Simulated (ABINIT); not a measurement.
# GaGe (F-43m) in ABINIT: equation of state

How stiff is GaGe in PBE, and what volume does it want? The cell is scaled to several volumes.

Program: ABINIT 10.8.3 (patched build). These are calculated values, not measurements. Logs are shortened: lines on timing, memory, paths and dates and some standing lists are left out, and cuts for length are marked. The log counts tension as positive stress, the text compression.

### 1 The crystal as given

It takes space group F-43m (No. 216, cubic). Conventional cell: a = 5.796 Å, b = 5.796 Å, c = 5.796 Å, α = 90.00°, β = 90.00°, γ = 90.00°. Ge (site symmetry -43m) is surrounded by 4 Ga at 2.51 Å. Around Ga (site symmetry -43m) lie 4 Ge at 2.51 Å.

The cell comes from a database or a generator and needn't be the stable form of this composition.

### 2 Equation of state, PBE

Input file run.abi:

```
ndtset 7
getwfk -1
scalecart1 3*0.9795861087
scalecart2 3*0.9864848297
scalecart3 3*0.9932883884
scalecart4 3*1.0000000000
scalecart5 3*1.0066227096
scalecart6 3*1.0131594038
scalecart7 3*1.0196128224

pp_dirpath "./"
pseudos "Ge.GGA_PBE-JTH.xml, Ga.GGA_PBE-JTH.xml"

acell 4.0981702864 4.0981702864 4.0981702864 Angstrom
rprim
     0.0000000000     0.7071067812     0.7071067812
     0.7071067812     0.0000000000     0.7071067812
     0.7071067812     0.7071067812     0.0000000000
ntypat 2
znucl 32 31
natom 2
typat 1 2
xred
     0.0000000000     0.0000000000     0.0000000000
     0.2500000000     0.2500000000     0.2500000000

ecut 22.0
pawecutdg 44.0
pawxcdev 0

kptopt 1
ngkpt 8 8 8
nshiftk 1
shiftk 0.0 0.0 0.0

ixc 11

nband 18
occopt 3
tsmear 0.05 eV

nstep 100
tolvrs 1.0e-9

iomode 3
prtwf 1
prtden 0
prteig 0
prtebands 0
```

Potentials or basis: JTH PAW PBE v2.0.

Run with:

```
$ abinit run.abi > log 2>&1
```

run.abo:

```text
.Version 10.8.3 of ABINIT
 DATASET    1 : space group F-4 3 m (#216); Bravais cF (face-center cubic)
================================================================================
 Values of the parameters that define the memory need for DATASET  1.
     intxc =       0    ionmov =       0      iscf =      17    lmnmax =      18
     lnmax =       6     mgfft =      36  mpssoang =       3    mqgrid =    3001
     natom =       2  nloc_mem =       2    nspden =       1   nspinor =       1
    nsppol =       1      nsym =      24    n1xccc =       1    ntypat =       2
    occopt =       3   xclevel =       2
       mpw =        1540          nfft =       46656          nkpt =          29
 PAW method is used; the additional fine FFT grid is defined by:
   mgfftf=        48    nfftf =    110592
================================================================================
================================================================================
[... 71 lines left out ...]
 DATASET    7 : space group F-4 3 m (#216); Bravais cF (face-center cubic)
================================================================================
 Values of the parameters that define the memory need for DATASET  7.
     intxc =       0    ionmov =       0      iscf =      17    lmnmax =      18
     lnmax =       6     mgfft =      36  mpssoang =       3    mqgrid =    3001
     natom =       2  nloc_mem =       2    nspden =       1   nspinor =       1
    nsppol =       1      nsym =      24    n1xccc =       1    ntypat =       2
    occopt =       3   xclevel =       2
       mpw =        1732          nfft =       46656          nkpt =          29
 PAW method is used; the additional fine FFT grid is defined by:
   mgfftf=        48    nfftf =    110592
================================================================================
================================================================================

--------------------------------------------------------------------------------
------------- Echo of variables that govern the present computation ------------
--------------------------------------------------------------------------------
 -outvars: echo values of preprocessed input variables --------
            acell      7.7444194586E+00  7.7444194586E+00  7.7444194586E+00 Bohr
              amu      7.26100000E+01  6.97230000E+01
             ecut      2.20000000E+01 Hartree
           getwfk          -1
              ixc          11
           jdtset        1    2    3    4    5    6    7
         kptrlatt        8    0    0      0    8    0      0    0    8
          kptrlen1     6.06906058E+01
          kptrlen2     6.11180185E+01
          kptrlen3     6.15395354E+01
          kptrlen4     6.19553557E+01
          kptrlen5     6.23656680E+01
          kptrlen6     6.27706512E+01
          kptrlen7     6.31704751E+01
            natom           2
            nband          18
           ndtset           7
            ngfft          36      36      36
          ngfftdg          48      48      48
             nkpt          29
            nstep         100
             nsym          24
           ntypat           2
           occopt           3
        pawecutdg      4.40000000E+01 Hartree
         pawxcdev           0
           prtden           0
        prtebands           0
           prteig           0
            rprim1     0.0000000000E+00  6.9267198023E-01  6.9267198023E-01
                       6.9267198023E-01  0.0000000000E+00  6.9267198023E-01
                       6.9267198023E-01  6.9267198023E-01  0.0000000000E+00
            rprim2     0.0000000000E+00  6.9755011263E-01  6.9755011263E-01
                       6.9755011263E-01  0.0000000000E+00  6.9755011263E-01
                       6.9755011263E-01  6.9755011263E-01  0.0000000000E+00
            rprim3     0.0000000000E+00  7.0236095512E-01  7.0236095512E-01
                       7.0236095512E-01  0.0000000000E+00  7.0236095512E-01
                       7.0236095512E-01  7.0236095512E-01  0.0000000000E+00
            rprim4     0.0000000000E+00  7.0710678120E-01  7.0710678120E-01
                       7.0710678120E-01  0.0000000000E+00  7.0710678120E-01
                       7.0710678120E-01  7.0710678120E-01  0.0000000000E+00
            rprim5     0.0000000000E+00  7.1178974407E-01  7.1178974407E-01
                       7.1178974407E-01  0.0000000000E+00  7.1178974407E-01
                       7.1178974407E-01  7.1178974407E-01  0.0000000000E+00
            rprim6     0.0000000000E+00  7.1641188486E-01  7.1641188486E-01
                       7.1641188486E-01  0.0000000000E+00  7.1641188486E-01
                       7.1641188486E-01  7.1641188486E-01  0.0000000000E+00
            rprim7     0.0000000000E+00  7.2097514092E-01  7.2097514092E-01
                       7.2097514092E-01  0.0000000000E+00  7.2097514092E-01
                       7.2097514092E-01  7.2097514092E-01  0.0000000000E+00
          spgroup         216
           tolvrs      1.00000000E-09
           tsmear      1.83746611E-03 Hartree
            typat      1  2
           useylm           1
           xangst1     0.0000000000E+00  0.0000000000E+00  0.0000000000E+00
                       1.4193438638E+00  1.4193438638E+00  1.4193438638E+00
           xangst2     0.0000000000E+00  0.0000000000E+00  0.0000000000E+00
                       1.4293395724E+00  1.4293395724E+00  1.4293395724E+00
           xangst3     0.0000000000E+00  0.0000000000E+00  0.0000000000E+00
                       1.4391973983E+00  1.4391973983E+00  1.4391973983E+00
           xangst4     0.0000000000E+00  0.0000000000E+00  0.0000000000E+00
                       1.4489220000E+00  1.4489220000E+00  1.4489220000E+00
           xangst5     0.0000000000E+00  0.0000000000E+00  0.0000000000E+00
                       1.4585177897E+00  1.4585177897E+00  1.4585177897E+00
           xangst6     0.0000000000E+00  0.0000000000E+00  0.0000000000E+00
                       1.4679889497E+00  1.4679889497E+00  1.4679889497E+00
           xangst7     0.0000000000E+00  0.0000000000E+00  0.0000000000E+00
                       1.4773394499E+00  1.4773394499E+00  1.4773394499E+00
            xcart1     0.0000000000E+00  0.0000000000E+00  0.0000000000E+00
                       2.6821711811E+00  2.6821711811E+00  2.6821711811E+00
            xcart2     0.0000000000E+00  0.0000000000E+00  0.0000000000E+00
                       2.7010603328E+00  2.7010603328E+00  2.7010603328E+00
            xcart3     0.0000000000E+00  0.0000000000E+00  0.0000000000E+00
                       2.7196889239E+00  2.7196889239E+00  2.7196889239E+00
            xcart4     0.0000000000E+00  0.0000000000E+00  0.0000000000E+00
                       2.7380657578E+00  2.7380657578E+00  2.7380657578E+00
            xcart5     0.0000000000E+00  0.0000000000E+00  0.0000000000E+00
                       2.7561991722E+00  2.7561991722E+00  2.7561991722E+00
            xcart6     0.0000000000E+00  0.0000000000E+00  0.0000000000E+00
                       2.7740970708E+00  2.7740970708E+00  2.7740970708E+00
            xcart7     0.0000000000E+00  0.0000000000E+00  0.0000000000E+00
                       2.7917669553E+00  2.7917669553E+00  2.7917669553E+00
             xred      0.0000000000E+00  0.0000000000E+00  0.0000000000E+00
                       2.5000000000E-01  2.5000000000E-01  2.5000000000E-01
            znucl       32.00000   31.00000

================================================================================

 chkinp: Checking input parameters for consistency, jdtset=   1.

 chkinp: Checking input parameters for consistency, jdtset=   2.
[... 46 lines left out ...]
 getcut: wavevector=  0.0000  0.0000  0.0000  ngfft=  48  48  48
         ecut(hartree)=     44.000   => boxcut(ratio)=   2.11894

--- Pseudopotential description ------------------------------------------------
- pspini: atom type   1  psp file is ./Ge.GGA_PBE-JTH.xml
 Pseudopotential format is: paw10
 basis_size (lnmax)=  6 (lmn_size= 18), orbitals=   0   0   1   1   2   2
 Spheres core radius: rc_sph= 2.30476891
 Shapefunction is SIN type: shapef(r)=[sin(pi*r/rshp)/(pi*r/rshp)]**2
 Radius for shape functions =  1.99988291
 Compensation charge density is not taken into account in XC energy/potential

- pspini: atom type   2  psp file is ./Ga.GGA_PBE-JTH.xml
 Pseudopotential format is: paw10
 basis_size (lnmax)=  6 (lmn_size= 18), orbitals=   0   0   1   1   2   2
 Spheres core radius: rc_sph= 2.10359248
 Shapefunction is BESSEL type: shapef(r,l)=aa(1,l)*jl(q(1,l)*r)+aa(2,l)*jl(q(2,l)*r)
 Radius for shape functions =  1.80829011
 Compensation charge density is not taken into account in XC energy/potential

   1.18479148E+03                                ecore*ucvol(ha*bohr**3)
--------------------------------------------------------------------------------

================================================================================

--- !BeginCycle
iteration_state: {dtset: 1, }
solver: {iscf: 17, nstep: 100, nline: 4, wfoptalg: 10, }
tolerances: {tolvrs: 1.00E-09, }
...
[... 1279 lines left out ...]
-Cartesian components of stress tensor (GPa)         [Pressure= -2.5081E+00 GPa]
- sigma(1 1)=  2.50810988E+00  sigma(3 2)=  0.00000000E+00
- sigma(2 2)=  2.50810988E+00  sigma(3 1)=  0.00000000E+00
- sigma(3 3)=  2.50810988E+00  sigma(2 1)=  0.00000000E+00

== END DATASET(S) ==============================================================
================================================================================

 -outvars: echo values of variables after computation  --------
            acell      7.7444194586E+00  7.7444194586E+00  7.7444194586E+00 Bohr
           etotal1    -1.7464396276E+02
           etotal2    -1.7464468074E+02
           etotal3    -1.7464511518E+02
           etotal4    -1.7464530305E+02
           etotal5    -1.7464526326E+02
           etotal6    -1.7464502778E+02
           etotal7    -1.7464461431E+02
            fcart1    -0.0000000000E+00 -0.0000000000E+00 -0.0000000000E+00
                      -0.0000000000E+00 -0.0000000000E+00 -0.0000000000E+00
            fcart2     9.7352003537E-32 -2.7020608955E-48 -9.7352003537E-32
                      -9.7352003537E-32  2.7020608955E-48  9.7352003537E-32
            fcart3    -4.8342594030E-32 -4.8342594030E-32  1.4502778209E-31
                       4.8342594030E-32  4.8342594030E-32 -1.4502778209E-31
            fcart4    -9.6036274630E-32 -9.6036274630E-32  2.8810882389E-31
                       9.6036274630E-32  9.6036274630E-32 -2.8810882389E-31
            fcart5    -1.9080887748E-31  5.7242663243E-31 -1.9080887748E-31
                       1.9080887748E-31 -5.7242663243E-31  1.9080887748E-31
[... 38 lines left out ...]
                       0.0000000000E+00  0.0000000000E+00  0.0000000000E+00
           xangst1     0.0000000000E+00  0.0000000000E+00  0.0000000000E+00
                       1.4193438638E+00  1.4193438638E+00  1.4193438638E+00
           xangst2     0.0000000000E+00  0.0000000000E+00  0.0000000000E+00
                       1.4293395724E+00  1.4293395724E+00  1.4293395724E+00
           xangst3     0.0000000000E+00  0.0000000000E+00  0.0000000000E+00
                       1.4391973983E+00  1.4391973983E+00  1.4391973983E+00
           xangst4     0.0000000000E+00  0.0000000000E+00  0.0000000000E+00
                       1.4489220000E+00  1.4489220000E+00  1.4489220000E+00
           xangst5     0.0000000000E+00  0.0000000000E+00  0.0000000000E+00
                       1.4585177897E+00  1.4585177897E+00  1.4585177897E+00
           xangst6     0.0000000000E+00  0.0000000000E+00  0.0000000000E+00
                       1.4679889497E+00  1.4679889497E+00  1.4679889497E+00
           xangst7     0.0000000000E+00  0.0000000000E+00  0.0000000000E+00
                       1.4773394499E+00  1.4773394499E+00  1.4773394499E+00
             xred      0.0000000000E+00  0.0000000000E+00  0.0000000000E+00
                       2.5000000000E-01  2.5000000000E-01  2.5000000000E-01
 Calculation completed.
```

Wall time 3 min (1 thread of Arm Neoverse V2, shared host); peak memory 0.17 GiB.

What came out:

```
Equilibrium volume                      : 24.49 Å³/atom
Bulk modulus                            : 48 GPa
Pressure derivative of the bulk modulus : 4.8
```

Energy against volume, from the lowest point:
```csv
volume (Å³/atom),energy (meV/atom)
22.875,18.24
23.361,8.47
23.848,2.56
24.335,0.00
24.821,0.54
25.308,3.75
25.795,9.37
```

Caveat: pressures at fixed basis lie under the slope of the energies.
